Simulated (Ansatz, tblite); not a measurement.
# Trans-NiH2(PH3)2 (NiP₂H₈): removing and adding an electron, part 2 of 2

Aim: the energy of removing and adding an electron for trans-NiH2(PH3)2 (NiP₂H₈), by energy differences, and how well orbital energies stand in for it.

Ansatz 0.2.0, Gaussian basis; as each input shows.

## Step 15: Charge -1 doublet at the fixed geometry, r2SCAN-D4/def2-TZVPD

in.yaml reads:

```yaml
crystal:
  periodic: [false, false, false]
  atoms:
    - {symbol: Ni, position_ang: [0.169966, 0.000378, -0.000946]}
    - {symbol: H, position_ang: [1.678880, 0.003530, 0.005195]}
    - {symbol: P, position_ang: [0.021043, 2.085713, 0.020086]}
    - {symbol: H, position_ang: [-0.728955, 2.696974, 1.080559]}
    - {symbol: H, position_ang: [-0.685277, 2.716030, -1.059201]}
    - {symbol: H, position_ang: [1.124596, 3.005745, 0.050785]}
    - {symbol: H, position_ang: [-1.356234, -0.002992, -0.007934]}
    - {symbol: P, position_ang: [0.029940, -2.085566, -0.019365]}
    - {symbol: H, position_ang: [-0.703448, -2.702684, -1.088083]}
    - {symbol: H, position_ang: [-0.688109, -2.716015, 1.052048]}
    - {symbol: H, position_ang: [1.137577, -3.001102, -0.033143]}
basis:
  gaussian: {orbitals: def2-TZVPD, initial_orbitals: start.molden}
total_charge: -1
magnetization: {spin_polarized: true, initial_magnetization: 1}
hamiltonian: {xc: r2scan, dispersion: d4}
scf: {omitted_lower_state_checks: [starts]}
output: {orbitals: {seedname: orbitals}}
```

Run with:

```bash
ansatz run in.yaml --threads 2 --pin off --events-out ev --progress --plain --max-ram 4352MiB
```

Standard output:

```text
Functional definition: r2SCAN
  name "r2SCAN"
  cite "Furness, Kaplan, Ning, Perdew & Sun, J. Phys. Chem. Lett. 11, 8208 (2020) doi:10.1021/acs.jpclett.0c02405"
  cite "Furness, Kaplan, Ning, Perdew & Sun, J. Phys. Chem. Lett. 11, 9248 (2020) doi:10.1021/acs.jpclett.0c03077"
  parent r2scan
  parameter k0 = 0.174
  parameter k1 = 0.065
  parameter a1 = 4.9479
  exchange = r2scan_x(k0 = k0, k1 = k1, a1 = a1)
  correlation = r2scan_c
these checks for a lower state are left out or cut short: starts
1420 factors; their error is unknown
mean field evaluation 1: about -59750.3807 eV, gradient 6.2e0 eV
mean field evaluation 2: about -59750.5009 eV, gradient 3.2e-1 eV
mean field evaluation 4: about -59750.4524 eV, gradient 5.7e-3 eV
mean field evaluation 8: about -59750.4524 eV, gradient 1.1e-5 eV
mean field -59750.45243365 eV, -2195.7886266252 hartree, gradient 9.5e-6 eV, S^2 0.755686; 0 other end points of the search recorded, 0 dependent functions left out
reference -59750.45245861 eV, -2195.7886275425 hartree; 34, 33 occupied and 172, 173 virtual orbitals, 1420 factors
Total energy: -59750.53324220 eV, -2195.7915962849 hartree
Checks for a lower state left out: starts
```

Wall time 18 s (2 threads of Intel Xeon 6975P-C, shared host); peak memory 0.7 GiB.

From the report: HOMO 2.03 eV, LUMO 2.48 eV (over both spins); ⟨S²⟩ 0.756 (pure: 0.75). Doubts: highest occupied level lies above zero.

## Step 16: Vertical electron affinity

Starting state less charged state (positive: the electron is bound), singlet to doublet; the starting state's energies are those of its earlier runs.

```csv
level,vertical electron affinity (eV),time
PBE-D4/def2-TZVPD,-0.14,6.4 s
r2SCAN-D4/def2-TZVPD,-0.36,22 s
PBE0-D4/def2-TZVPD,-0.38,15 s
```

Times add the two runs; a level without a time comes out of a correlated run.

Beside −ε(LUMO) of the starting state:

```csv
level,−ε(LUMO) (eV),by difference (eV),mismatch (eV)
PBE-D4/def2-TZVPD,1.78,-0.14,+1.92
r2SCAN-D4/def2-TZVPD,1.48,-0.36,+1.84
PBE0-D4/def2-TZVPD,0.83,-0.38,+1.21
```

## Step 17: Relaxing the charge -1 doublet

Changes to in.yaml since step 15:

```diff
@@ -15,7 +15,8 @@
 basis:
-  gaussian: {orbitals: def2-TZVPD, initial_orbitals: start.molden}
+  gaussian: {orbitals: def2-SVPD}
 total_charge: -1
 magnetization: {spin_polarized: true, initial_magnetization: 1}
-hamiltonian: {xc: r2scan, dispersion: d4}
+hamiltonian: {xc: pbe, dispersion: d4}
 scf: {omitted_lower_state_checks: [starts]}
 output: {orbitals: {seedname: orbitals}}
+relax: {f_tol: 0.02, max_steps: 100}
```

Same command.

Standard output:

```text
Functional definition: PBE
  name "PBE"
  cite "Perdew, Burke & Ernzerhof, Phys. Rev. Lett. 77, 3865 (1996) doi:10.1103/PhysRevLett.77.3865"
  parent pbe
  parameter kappa = 0.804
  parameter beta = 0.06672455060314922
  exchange = pbe_x(kappa = kappa, mu = beta*pi^2/3)
  correlation = pbe_c(beta = beta)
these checks for a lower state are left out or cut short: starts
1371 factors; their error is unknown
mean field evaluation 1: about -59693.4781 eV, gradient 1.2e2 eV
mean field evaluation 2: about -59566.7043 eV, gradient 1.9e2 eV
mean field evaluation 4: about -59147.5745 eV, gradient 3.2e2 eV
mean field evaluation 8: about -59724.5741 eV, gradient 9.1e0 eV
mean field evaluation 16: about -59724.7854 eV, gradient 1.6e-1 eV
mean field evaluation 32: about -59724.7858 eV, gradient 6.2e-6 eV
mean field -59724.78582813 eV, -2194.8453962700 hartree, gradient 6.2e-6 eV, S^2 0.751560; 0 other end points of the search recorded, 0 dependent functions left out
the calculation of the forces begins
reference -59724.78588997 eV, -2194.8453985424 hartree; 34, 33 occupied and 112, 113 virtual orbitals, 1371 factors
relax step   1: F+E_penalty+E_count = -59725.11287377 eV  Δ(F+E_penalty+E_count) = +0.000e0 eV  max|allowed force component| = 7.839e-1 eV/Å  Δτ_max = 0.0000 Å  (104 SCF iters, accepted)
these checks for a lower state are left out or cut short: starts, cluster_reference, orbital_swaps, neighbouring_geometries, increment
1371 factors; their error is unknown
mean field -59725.00300314 eV, -2194.8533773044 hartree, gradient 3.2e-6 eV, S^2 0.752360; 0 other end points of the search recorded, 0 dependent functions left out
the calculation of the forces begins
reference -59725.00306763 eV, -2194.8533796742 hartree; 34, 33 occupied and 112, 113 virtual orbitals, 1371 factors
relax step   2: F+E_penalty+E_count = -59725.32202966 eV  Δ(F+E_penalty+E_count) = -2.092e-1 eV  max|allowed force component| = 3.878e-1 eV/Å  Δτ_max = 0.1521 Å  (50 SCF iters, accepted)
these checks for a lower state are left out or cut short: starts, cluster_reference, orbital_swaps, neighbouring_geometries, increment
1371 factors; their error is unknown
mean field -59725.16161765 eV, -2194.8592062800 hartree, gradient 1.0e-5 eV, S^2 0.754062; 0 other end points of the search recorded, 0 dependent functions left out
the calculation of the forces begins
reference -59725.16168053 eV, -2194.8592085908 hartree; 34, 33 occupied and 112, 113 virtual orbitals, 1371 factors
relax step   3: F+E_penalty+E_count = -59725.47332891 eV  Δ(F+E_penalty+E_count) = -1.513e-1 eV  max|allowed force component| = 3.335e-1 eV/Å  Δτ_max = 0.1951 Å  (45 SCF iters, accepted)
these checks for a lower state are left out or cut short: starts, cluster_reference, orbital_swaps, neighbouring_geometries, increment
1371 factors; their error is unknown
mean field -59725.25295434 eV, -2194.8625628416 hartree, gradient 1.7e-5 eV, S^2 0.754187; 0 other end points of the search recorded, 0 dependent functions left out
the calculation of the forces begins
reference -59725.25301625 eV, -2194.8625651168 hartree; 34, 33 occupied and 112, 113 virtual orbitals, 1371 factors
relax step   4: F+E_penalty+E_count = -59725.56477850 eV  Δ(F+E_penalty+E_count) = -9.145e-2 eV  max|allowed force component| = 3.221e-1 eV/Å  Δτ_max = 0.1949 Å  (40 SCF iters, accepted)
these checks for a lower state are left out or cut short: starts, cluster_reference, orbital_swaps, neighbouring_geometries, increment
1371 factors; their error is unknown
mean field evaluation 64: about -59725.2702 eV, gradient 6.8e0 eV
mean field -59725.34314137 eV, -2194.8658771538 hartree, gradient 1.1e-5 eV, S^2 0.753887; 0 other end points of the search recorded, 0 dependent functions left out
the calculation of the forces begins
reference -59725.34320336 eV, -2194.8658794319 hartree; 34, 33 occupied and 112, 113 virtual orbitals, 1371 factors
relax step   5: F+E_penalty+E_count = -59725.65845372 eV  Δ(F+E_penalty+E_count) = -9.368e-2 eV  max|allowed force component| = 2.385e-1 eV/Å  Δτ_max = 0.1950 Å  (41 SCF iters, accepted)
these checks for a lower state are left out or cut short: starts, cluster_reference, orbital_swaps, neighbouring_geometries, increment
1371 factors; their error is unknown
mean field -59725.40237903 eV, -2194.8680540976 hartree, gradient 1.0e-5 eV, S^2 0.753527; 0 other end points of the search recorded, 0 dependent functions left out
the calculation of the forces begins
reference -59725.40244064 eV, -2194.8680563616 hartree; 34, 33 occupied and 112, 113 virtual orbitals, 1371 factors
relax step   6: F+E_penalty+E_count = -59725.72195455 eV  Δ(F+E_penalty+E_count) = -6.350e-2 eV  max|allowed force component| = 1.354e-1 eV/Å  Δτ_max = 0.1960 Å  (41 SCF iters, accepted)
these checks for a lower state are left out or cut short: starts, cluster_reference, orbital_swaps, neighbouring_geometries, increment
1371 factors; their error is unknown
mean field -59725.45016373 eV, -2194.8698101528 hartree, gradient 1.5e-5 eV, S^2 0.753346; 0 other end points of the search recorded, 0 dependent functions left out
the calculation of the forces begins
reference -59725.45022485 eV, -2194.8698123990 hartree; 34, 33 occupied and 112, 113 virtual orbitals, 1371 factors
relax step   7: F+E_penalty+E_count = -59725.77150874 eV  Δ(F+E_penalty+E_count) = -4.955e-2 eV  max|allowed force component| = 1.270e-1 eV/Å  Δτ_max = 0.1953 Å  (39 SCF iters, accepted)
these checks for a lower state are left out or cut short: starts, cluster_reference, orbital_swaps, neighbouring_geometries, increment
1371 factors; their error is unknown
mean field -59725.48687020 eV, -2194.8711590910 hartree, gradient 9.5e-6 eV, S^2 0.753409; 0 other end points of the search recorded, 0 dependent functions left out
the calculation of the forces begins
reference -59725.48693022 eV, -2194.8711612964 hartree; 34, 33 occupied and 112, 113 virtual orbitals, 1371 factors
relax step   8: F+E_penalty+E_count = -59725.80938868 eV  Δ(F+E_penalty+E_count) = -3.788e-2 eV  max|allowed force component| = 2.563e-1 eV/Å  Δτ_max = 0.1949 Å  (41 SCF iters, accepted)
these checks for a lower state are left out or cut short: starts, cluster_reference, orbital_swaps, neighbouring_geometries, increment
1371 factors; their error is unknown
mean field evaluation 96: about -59725.1798 eV, gradient 1.3e1 eV
mean field -59725.50861605 eV, -2194.8719582362 hartree, gradient 1.3e-5 eV, S^2 0.753507; 0 other end points of the search recorded, 0 dependent functions left out
the calculation of the forces begins
reference -59725.50867450 eV, -2194.8719603839 hartree; 34, 33 occupied and 112, 113 virtual orbitals, 1371 factors
relax step   9: F+E_penalty+E_count = -59725.83201946 eV  Δ(F+E_penalty+E_count) = -2.263e-2 eV  max|allowed force component| = 2.412e-1 eV/Å  Δτ_max = 0.1903 Å  (40 SCF iters, accepted)
these checks for a lower state are left out or cut short: starts, cluster_reference, orbital_swaps, neighbouring_geometries, increment
1371 factors; their error is unknown
mean field -59725.52422376 eV, -2194.8725318089 hartree, gradient 1.1e-5 eV, S^2 0.753529; 0 other end points of the search recorded, 0 dependent functions left out
the calculation of the forces begins
reference -59725.52428176 eV, -2194.8725339402 hartree; 34, 33 occupied and 112, 113 virtual orbitals, 1371 factors
relax step  10: F+E_penalty+E_count = -59725.85052655 eV  Δ(F+E_penalty+E_count) = -1.851e-2 eV  max|allowed force component| = 1.912e-1 eV/Å  Δτ_max = 0.1298 Å  (41 SCF iters, accepted)
these checks for a lower state are left out or cut short: starts, cluster_reference, orbital_swaps, neighbouring_geometries, increment
1371 factors; their error is unknown
mean field -59725.53391671 eV, -2194.8728880181 hartree, gradient 1.6e-5 eV, S^2 0.753489; 0 other end points of the search recorded, 0 dependent functions left out
the calculation of the forces begins
reference -59725.53397465 eV, -2194.8728901474 hartree; 34, 33 occupied and 112, 113 virtual orbitals, 1371 factors
relax step  11: F+E_penalty+E_count = -59725.86148081 eV  Δ(F+E_penalty+E_count) = -1.095e-2 eV  max|allowed force component| = 2.157e-2 eV/Å  Δτ_max = 0.0939 Å  (34 SCF iters, accepted)
these checks for a lower state are left out or cut short: starts, cluster_reference, orbital_swaps, neighbouring_geometries, increment
1371 factors; their error is unknown
mean field -59725.53487573 eV, -2194.8729232614 hartree, gradient 7.3e-6 eV, S^2 0.753552; 0 other end points of the search recorded, 0 dependent functions left out
the calculation of the forces begins
reference -59725.53493350 eV, -2194.8729253846 hartree; 34, 33 occupied and 112, 113 virtual orbitals, 1371 factors
relax step  12: F+E_penalty+E_count = -59725.86431134 eV  Δ(F+E_penalty+E_count) = -2.831e-3 eV  max|allowed force component| = 3.492e-2 eV/Å  Δτ_max = 0.0959 Å  (35 SCF iters, accepted)
these checks for a lower state are left out or cut short: starts, cluster_reference, orbital_swaps, neighbouring_geometries, increment
1371 factors; their error is unknown
mean field evaluation 128: about -59725.5349 eV, gradient 9.3e-2 eV
mean field -59725.53494922 eV, -2194.8729259621 hartree, gradient 2.2e-5 eV, S^2 0.753582; 0 other end points of the search recorded, 0 dependent functions left out
the calculation of the forces begins
reference -59725.53500692 eV, -2194.8729280828 hartree; 34, 33 occupied and 112, 113 virtual orbitals, 1371 factors
relax step  13: F+E_penalty+E_count = -59725.86497434 eV  Δ(F+E_penalty+E_count) = -6.630e-4 eV  max|allowed force component| = 2.705e-2 eV/Å  Δτ_max = 0.0583 Å  (33 SCF iters, accepted)
these checks for a lower state are left out or cut short: starts, cluster_reference, orbital_swaps, neighbouring_geometries, increment
1371 factors; their error is unknown
mean field -59725.53518922 eV, -2194.8729347820 hartree, gradient 9.4e-6 eV, S^2 0.753573; 0 other end points of the search recorded, 0 dependent functions left out
the calculation of the forces begins
reference -59725.53524692 eV, -2194.8729369024 hartree; 34, 33 occupied and 112, 113 virtual orbitals, 1371 factors
relax step  14: F+E_penalty+E_count = -59725.86520823 eV  Δ(F+E_penalty+E_count) = -2.339e-4 eV  max|allowed force component| = 1.557e-2 eV/Å  Δτ_max = 0.0095 Å  (36 SCF iters, accepted)
these checks for a lower state are left out or cut short: starts
1371 factors; their error is unknown
mean field -59725.53518922 eV, -2194.8729347820 hartree, gradient 1.1e-5 eV, S^2 0.753573; 0 other end points of the search recorded, 0 dependent functions left out
the calculation of the forces begins
reference -59725.53524692 eV, -2194.8729369024 hartree; 34, 33 occupied and 112, 113 virtual orbitals, 1371 factors
Total energy: -59725.86526593 eV, -2194.8850648773 hartree
Atom 0 at    -0.107036     0.006762    -0.796140 Å, force    -0.015574    -0.000122     0.006422 eV/Å
Atom 1 at     1.342143     0.016244    -1.421515 Å, force     0.006408    -0.000089    -0.003824 eV/Å
Atom 2 at     0.027494     1.905173     0.171255 Å, force     0.007858     0.011729    -0.006414 eV/Å
Atom 3 at    -0.845122     2.375223     1.243309 Å, force     0.005126    -0.000188    -0.001133 eV/Å
Atom 4 at    -0.188378     3.127200    -0.586000 Å, force    -0.002044    -0.008096     0.000248 eV/Å
Atom 5 at     1.214536     2.471506     0.807036 Å, force    -0.009311    -0.006514     0.004371 eV/Å
Atom 6 at    -1.685684     0.003254    -0.881009 Å, force     0.005939     0.000189     0.003138 eV/Å
Atom 7 at     0.034564    -1.907798     0.137838 Å, force     0.007948    -0.011674    -0.006526 eV/Å
Atom 8 at    -0.180541    -3.117047    -0.639875 Å, force    -0.001571     0.008137     0.000389 eV/Å
Atom 9 at    -0.835556    -2.397514     1.202956 Å, force     0.004812     0.000064    -0.000646 eV/Å
Atom 10 at     1.223559    -2.482992     0.762146 Å, force    -0.009591     0.006562     0.003974 eV/Å
Dipole moment:     0.067696    -0.004333     0.511010 e Å
Checks for a lower state left out: starts
```

It took 48 s on 2 threads of Intel Xeon 6975P-C, shared host.

Relaxation path:

```csv
step,energy from step 1 (eV),largest force component (eV/Å)
1,0.0000,0.7839
2,-0.2092,0.3878
3,-0.3605,0.3335
4,-0.4519,0.3221
5,-0.5456,0.2385
6,-0.6091,0.1354
7,-0.6586,0.1270
8,-0.6965,0.2563
9,-0.7191,0.2412
10,-0.7377,0.1912
11,-0.7486,0.0216
12,-0.7514,0.0349
13,-0.7521,0.0271
14,-0.7523,0.0156
```

Close pairs (by a distance rule), those that changed most:

```csv
bond,before (Å),after (Å),change (Å)
Ni1–H2,1.509,1.578,+0.069
Ni1–H7,1.526,1.581,+0.055
Ni1–P8,2.091,2.135,+0.044
Ni1–P3,2.091,2.135,+0.044
P3–H4,1.436,1.460,+0.025
P8–H10,1.436,1.460,+0.024
P8–H11,1.437,1.461,+0.024
P3–H6,1.437,1.461,+0.024
```

## Step 18: Charge -1 doublet, PBE0-D4/def2-TZVPD

in.yaml reads:

```yaml
crystal:
  periodic: [false, false, false]
  atoms:
    - {symbol: Ni, position_ang: [-0.107036, 0.006762, -0.796140]}
    - {symbol: H, position_ang: [1.342143, 0.016244, -1.421515]}
    - {symbol: P, position_ang: [0.027494, 1.905173, 0.171255]}
    - {symbol: H, position_ang: [-0.845122, 2.375223, 1.243309]}
    - {symbol: H, position_ang: [-0.188378, 3.127200, -0.586000]}
    - {symbol: H, position_ang: [1.214536, 2.471506, 0.807036]}
    - {symbol: H, position_ang: [-1.685684, 0.003254, -0.881009]}
    - {symbol: P, position_ang: [0.034564, -1.907798, 0.137838]}
    - {symbol: H, position_ang: [-0.180541, -3.117047, -0.639875]}
    - {symbol: H, position_ang: [-0.835556, -2.397514, 1.202956]}
    - {symbol: H, position_ang: [1.223559, -2.482992, 0.762146]}
basis:
  gaussian: {orbitals: def2-TZVPD, initial_orbitals: start.molden}
total_charge: -1
magnetization: {spin_polarized: true, initial_magnetization: 1}
hamiltonian: {xc: pbe0, dispersion: d4}
scf: {omitted_lower_state_checks: [starts]}
output: {orbitals: {seedname: orbitals}}
```

Same command.

Standard output:

```text
Functional definition: PBE0
  name "PBE0"
  cite "Adamo & Barone, J. Chem. Phys. 110, 6158 (1999) doi:10.1063/1.478522"
  cite "Perdew, Burke & Ernzerhof, Phys. Rev. Lett. 77, 3865 (1996) doi:10.1103/PhysRevLett.77.3865"
  parent pbe
  parameter a = 0.25
  parameter kappa = 0.804
  parameter beta = 0.06672455060314922
  exchange = (1 - a)*pbe_x(kappa = kappa, mu = beta*pi^2/3) + a*exact_x
  correlation = pbe_c(beta = beta)
these checks for a lower state are left out or cut short: starts
1561 factors; their error is unknown
mean field evaluation 1: about -59736.2597 eV, gradient 8.7e1 eV
mean field evaluation 2: about -59738.1003 eV, gradient 3.2e0 eV
mean field evaluation 4: about -59738.2549 eV, gradient 1.1e-2 eV
mean field evaluation 8: about -59738.3891 eV, gradient 1.4e-5 eV
mean field -59738.38912114 eV, -2195.3453080674 hartree, gradient 1.4e-5 eV, S^2 0.765930; 0 other end points of the search recorded, 0 dependent functions left out
reference -59738.38917133 eV, -2195.3453099119 hartree; 34, 33 occupied and 172, 173 virtual orbitals, 1561 factors
Total energy: -59738.67058956 eV, -2195.3556518412 hartree
Checks for a lower state left out: starts
```

Run time: 9 s. Hardware: 2 threads of Intel Xeon 6975P-C, shared host; peak memory 0.84 GiB.

Report: HOMO 0.09 eV, LUMO 3.26 eV (over both spins); ⟨S²⟩ 0.766 (pure: 0.75). Doubts: highest occupied level lies above zero.

## Step 19: Charge -1 doublet, PBE-D4/def2-TZVPD

Changes to in.yaml since step 18:

```diff
@@ -18,3 +18,3 @@
 magnetization: {spin_polarized: true, initial_magnetization: 1}
-hamiltonian: {xc: pbe0, dispersion: d4}
+hamiltonian: {xc: pbe, dispersion: d4}
 scf: {omitted_lower_state_checks: [starts]}
```

Launched as before.

Standard output:

```text
Functional definition: PBE
  name "PBE"
  cite "Perdew, Burke & Ernzerhof, Phys. Rev. Lett. 77, 3865 (1996) doi:10.1103/PhysRevLett.77.3865"
  parent pbe
  parameter kappa = 0.804
  parameter beta = 0.06672455060314922
  exchange = pbe_x(kappa = kappa, mu = beta*pi^2/3)
  correlation = pbe_c(beta = beta)
these checks for a lower state are left out or cut short: starts
1420 factors; their error is unknown
mean field evaluation 1: about -59737.4961 eV, gradient 9.0e0 eV
mean field evaluation 2: about -59737.8044 eV, gradient 6.5e-1 eV
mean field evaluation 4: about -59737.7675 eV, gradient 1.1e-1 eV
mean field evaluation 8: about -59737.7676 eV, gradient 2.7e-5 eV
mean field -59737.76762287 eV, -2195.3224684273 hartree, gradient 2.7e-5 eV, S^2 0.753797; 0 other end points of the search recorded, 0 dependent functions left out
reference -59737.76768995 eV, -2195.3224708923 hartree; 34, 33 occupied and 172, 173 virtual orbitals, 1420 factors
Total energy: -59738.09770896 eV, -2195.3345988673 hartree
Checks for a lower state left out: starts
```

It took 3.7 s on 2 threads of Intel Xeon 6975P-C, shared host.

HOMO 1.02 eV, LUMO 1.73 eV (over both spins); ⟨S²⟩ 0.754 (pure: 0.75). Doubts: highest occupied level lies above zero.

## Step 20: Adiabatic electron affinity

Starting state less charged state (positive: the electron is bound), singlet to doublet; the starting state's energies are those of its earlier runs.

```csv
level,adiabatic electron affinity (eV),time
PBE-D4/def2-TZVPD,+0.37,5.7 s
PBE0-D4/def2-TZVPD,+0.24,12 s
```

Times add the two runs; a level without a time comes out of a correlated run.

## Step 21: What came out

This closing draws on all 2 parts.

| quantity | value |
| --- | --- |
| vertical ionisation energy, functionals in def2-TZVP | 7.55 (HSE06-D4) to 8.14 eV (PBE-D4) |
| vertical electron affinity, functionals in def2-TZVPD | -0.38 (PBE0-D4) to -0.14 eV (PBE-D4) |
| adiabatic electron affinity, functionals in def2-TZVPD | 0.24 (PBE0-D4) to 0.37 eV (PBE-D4) |
| relaxation of the anion side, PBE-D4/def2-TZVPD | 0.51 eV |

What this shows: The vertical ionisation energy spans 7.55 to 8.14 eV over the functionals. −ε(HOMO) misses the level's own difference by -1.18 eV at best (PBE0-D4) and -3.54 eV at worst (PBE-D4). The vertical electron affinity spans -0.38 to -0.14 eV over the functionals. A negative affinity means an unbound electron, held by the basis alone. −ε(LUMO) misses the level's own difference by +1.21 eV at best (PBE0-D4) and +1.92 eV at worst (PBE-D4). The adiabatic electron affinity spans 0.24 to 0.37 eV over the functionals. The anion's highest level lies above zero where self-interaction lifts it, so diffuse functions weigh on these values. Relaxing the reduced state gains 0.51 eV at PBE-D4/def2-TZVPD. The charged states' spins were chosen beforehand and needn't be their lowest.
